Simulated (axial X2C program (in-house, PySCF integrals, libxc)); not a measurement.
# ErCN⁺: the levels of the configuration f12 s0

Aim: the spin–orbit levels of ErCN⁺ that arise from the configuration f12 s0 of Er, and how they move with the bond.

Method: two-component X2C, average-of-configuration Hartree–Fock and CI in the open shells; program: an in-house X2C program for linear molecules on PySCF integrals.

All values are calculated.

### Step 1. Input

task.json reads:

```json
{"zs": [68, 6, 7], "q": 1, "bas": ["dyall-v3z", "dyall-v3z", "dyall-v3z"], "r0": 2.25, "metal": 0, "shells": [[3, [0, 1, 2, 3], 12], [0, [0], 0]], "fix": 0, "emax": 2.2, "nroots": 4, "r2": 1.16}
```

Keys: zs atomic numbers; q charge; bas basis sets; r0 starting distance in Å; metal index of the metal atom; shells open shells as [l, |m| values, electrons]; fix electron count of the first shell held; emax energy window in eV; nroots roots for each Ω; r2 second bond in Å, held.

The run is started by

```
> python soci.py task.json out
```

Two-component X2C with atomic mean-field Coulomb and Gaunt terms, basis Er dyall-v3z, C dyall-v3z, N dyall-v3z (cores contracted in-house). Orbitals come from Hartree–Fock averaged over the configuration Er f12 s0; CI then distributes these electrons over the f, s shells of Er.

### Step 2. CI at Er–C–N held linear, bonds 2.374 and 1.160 Å (the second held)

**Question.** What will these runs give? Wanted: lowest level of the model; next level; lowest curve, Re and ωe.

As calculated:

```
                 quantity                       value
lowest level of the model  Ω = 0, g∥ = 0.00, 100% f12
               next level       Ω = 1, 18 cm⁻¹ higher
  lowest curve, Re and ωe         2.373 Å, 361.4 cm⁻¹
```

In words: The 7 lowest levels are the Ω components of the Hund's-rule level 3H6 of f12 (gJ = 1.167, so g∥ near 2gJΩ), split by the axial field over 872 cm⁻¹. From 2.374 to 2.469 Å the gap from the lowest to the fifth level stays at 381 cm⁻¹. Without dynamic correlation distances can be off by several hundredths of an Å, and the wavenumbers are rough. Dynamic correlation is missing, so gaps between terms are too wide and other configurations may lie lower; the lowest level listed is that of this model, not necessarily the ground state. At most 4 roots were kept for each Ω > 0 (twice that for Ω = 0) within 2.2 eV of the lowest, so higher up levels can be missing between those listed; levels with Ω > 0 are doubly degenerate and listed once, Ω = 0 levels singly. States that fill the shells left empty in the average are placed too high. The molecule was held linear; bending was not examined.
